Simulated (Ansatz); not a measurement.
# HfRu: the cost of one run

Method: DFT PBEsol, scalar-relativistic, in Ansatz 0.2.0.

## 1. The structure to begin with

Symmetry: Pm-3m, No. 221, cubic system. Conventional cell: a = 3.225 Å, b = 3.225 Å, c = 3.225 Å, α = 90.00°, β = 90.00°, γ = 90.00°. Hf (site symmetry m-3m) is surrounded by 8 Ru at 2.79 Å. Ru (site symmetry m-3m) is surrounded by 8 Hf at 2.79 Å.

Coordinates:

```xyz
2
Lattice="3.2250 0.0000 0.0000 0.0000 3.2250 0.0000 0.0000 0.0000 3.2250" Properties=species:S:1:pos:R:3 pbc="T T T"
Hf    0.0000    0.0000    0.0000
Ru    1.6125    1.6125    1.6125
```

Atoms are numbered in the order of the input: Hf1, Ru2.

## 2. Volume × 0.94, LAPW

Input file input.yaml:

```yaml
crystal:
  lattice:
    - [3.1591652006, 0.0, 0.0]
    - [0.0, 3.1591652006, 0.0]
    - [0.0, 0.0, 3.1591652006]
  atoms:
    - { symbol: Hf, position: [0.0, 0.0, 0.0] }
    - { symbol: Ru, position: [0.5, 0.5, 0.5] }
kpoints:
  mp_grid: { grid: [11, 11, 11] }
  band_path:
    path:
      - [0.0, 0.0, 0.0]
      - [0.0, 0.5, 0.0]
      - [0.5, 0.5, 0.0]
      - [0.0, 0.0, 0.0]
      - [0.5, 0.5, 0.5]
      - [0.0, 0.5, 0.0]
      - [0.5, 0.5, 0.5]
      - [0.5, 0.5, 0.0]
    npoints: 5
scf:
  occupations: { method: fermi_dirac, width: 0.08 }
hamiltonian:
  xc: pbesol
  pseudopotentials: { kind: all_electron, lapw: { basis_error: 0.0005 } }
output:
  forces: true
  stress: true
  eigenvalues: true
```

Started as:

```sh
$ ansatz run input.yaml --threads 1 --pin off --max-ram 3072MiB --backend cpu --events-out ev --progress --plain --runs-dir out
```

What time and memory should one allow on 1 thread of Arm Neoverse V2, shared host?

About 43 s, with a peak of 0.47 GiB.
